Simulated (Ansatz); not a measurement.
# Hf12SN12O2: the cost of one run

Program: Ansatz 0.2.0. Level of theory: DFT PBE+D3(BJ), scalar-relativistic, plane waves, PAW. These are calculated values, not measurements.

2 further runs of the same task are left out: 2 set aside as unsound or not needed.

**1. The structure to begin with**

Symmetry: P3m1, No. 156, trigonal system. Conventional cell: a = 3.194 Å, b = 3.194 Å, c = 22.520 Å, α = 90.00°, β = 90.00°, γ = 120.00°. Around N (site symmetry 3m) lie 3 Hf at 2.26 Å. Hf (site symmetry 3m) is surrounded by 6 N at 2.26 Å. N (site symmetry 3m) has 6 Hf at 2.26 to 2.29 Å as nearest neighbours. Hf (site symmetry 3m) is surrounded by 6 N at 2.23 to 2.29 Å. N (site symmetry 3m) has 6 Hf at 2.23 to 2.26 Å as nearest neighbours. Around Hf (site symmetry 3m) lie 3 N at 2.26 Å.

Structure file:

```cif
data_structure
_symmetry_space_group_name_H-M 'P3m1'
_symmetry_Int_Tables_number 156
_cell_length_a 3.1939
_cell_length_b 3.1939
_cell_length_c 22.5195
_cell_angle_alpha 90.000
_cell_angle_beta 90.000
_cell_angle_gamma 120.000
_cell_volume 198.95
loop_
_atom_site_label
_atom_site_type_symbol
_atom_site_symmetry_multiplicity
_atom_site_Wyckoff_symbol
_atom_site_fract_x
_atom_site_fract_y
_atom_site_fract_z
_atom_site_occupancy
N1 N 1 b 0.33333 0.66667 0.64475 1
Hf1 Hf 1 c 0.66667 0.33333 0.58685 1
N2 N 1 a 0.00000 0.00000 0.52895 1
Hf2 Hf 1 b 0.33333 0.66667 0.46872 1
N3 N 1 c 0.66667 0.33333 0.41309 1
Hf3 Hf 1 a 0.00000 0.00000 0.35483 1
```

Planes are indexed in the bulk's conventional cell (Fm-3m (No. 225)), a = 4.517 Å, b = 4.517 Å, c = 4.517 Å, α = 90.00°, β = 90.00°, γ = 90.00°.

It is a (111) slab, 6.5 Å thick as cut, with 16 Å of vacuum, in a 2×2 surface cell; its outer planes are Hf (top) and N (bottom). An earlier relaxation, lower half held, gave -193292.0563 eV, work function 4.49 eV (top face), 8.37 eV (bottom face), dipole along +c 0.758 e·Å per cell.

**2. SO2, tilted, over a hollow (nearest Hf) site**

File input.yaml:

```yaml
crystal:
  lattice:
    - [6.3878118675, 0.0, 0.0]
    - [-3.1939059338, 5.5320073519, 0.0]
    - [0.0, 0.0, 25.9117331868]
  atoms:
    - { symbol: "N", position: [0.1666666667, 0.3333333333, 0.3087404436] }
    - { symbol: "N", position: [0.1666666667, 0.8333333333, 0.3087404436] }
    - { symbol: "N", position: [0.6666666667, 0.3333333333, 0.3087404436] }
    - { symbol: "N", position: [0.6666666667, 0.8333333333, 0.3087404436] }
    - { symbol: Hf, position: [0.3333333333, 0.1666666667, 0.3590615328] }
    - { symbol: Hf, position: [0.3333333333, 0.6666666667, 0.3590615328] }
    - { symbol: Hf, position: [0.8333333333, 0.1666666667, 0.3590615328] }
    - { symbol: Hf, position: [0.8333333333, 0.6666666667, 0.3590615328] }
    - { symbol: "N", position: [0.5, 0.5, 0.409382622] }
    - { symbol: "N", position: [0.5, 0.0, 0.409382622] }
    - { symbol: "N", position: [0.0, 0.5, 0.409382622] }
    - { symbol: "N", position: [0.0, 0.0, 0.409382622] }
    - { symbol: Hf, position: [0.6666666667, 0.3333333333, 0.461729006] }
    - { symbol: Hf, position: [0.6666666667, 0.8333333333, 0.461729006] }
    - { symbol: Hf, position: [0.1666666667, 0.3333333333, 0.461729006] }
    - { symbol: Hf, position: [0.1666666667, 0.8333333333, 0.461729006] }
    - { symbol: "N", position: [0.8333333333, 0.6666666667, 0.5100769687] }
    - { symbol: "N", position: [0.8333333333, 0.1666666667, 0.5100769687] }
    - { symbol: "N", position: [0.3333333333, 0.6666666667, 0.5100769687] }
    - { symbol: "N", position: [0.3333333333, 0.1666666667, 0.5100769687] }
    - { symbol: Hf, position: [0.0, 0.5, 0.56070585] }
    - { symbol: Hf, position: [0.0, 0.0, 0.56070585] }
    - { symbol: Hf, position: [0.5, 0.5, 0.56070585] }
    - { symbol: Hf, position: [0.5, 0.0, 0.56070585] }
    - { symbol: O, position: [0.6666666667, 0.8333333333, 0.6803427719] }
    - { symbol: S, position: [0.5833495615, 0.9879266061, 0.6866526547] }
    - { symbol: O, position: [0.5246977169, 1.0278931068, 0.7340713276] }
basis:
  ecutwfc: 420
kpoints:
  mp_grid: { grid: [4, 4, 1] }
hamiltonian:
  xc: pbe
  dispersion: d3bj
scf:
  occupations: { method: gaussian, width: 0.1 }
output:
  forces: true
  eigenvalues: true
  write_density: true
  write_potential: true
  elf: true
  volumetric_format: npy
relax:
  adjacent_minimum: "off"
  f_tol: 0.04
  max_steps: 100
  constraints: [{ sites: [0, 1, 2, 3, 4, 5, 6, 7, 8, 9, 10, 11] }]
efield:
  axis: 3
  dipole_correction: true
  ramp_width: 0.04
```

On the command line:

```bash
> ansatz run input.yaml --threads 4 --pin off --max-ram 12288MiB --backend cpu --events-out ev --progress --plain --runs-dir out
```

Q: Estimate wall time and peak memory on 4 threads of Intel Xeon Platinum 8488C (Sapphire Rapids), shared host.

About 36 min, with a peak of 5 GiB.
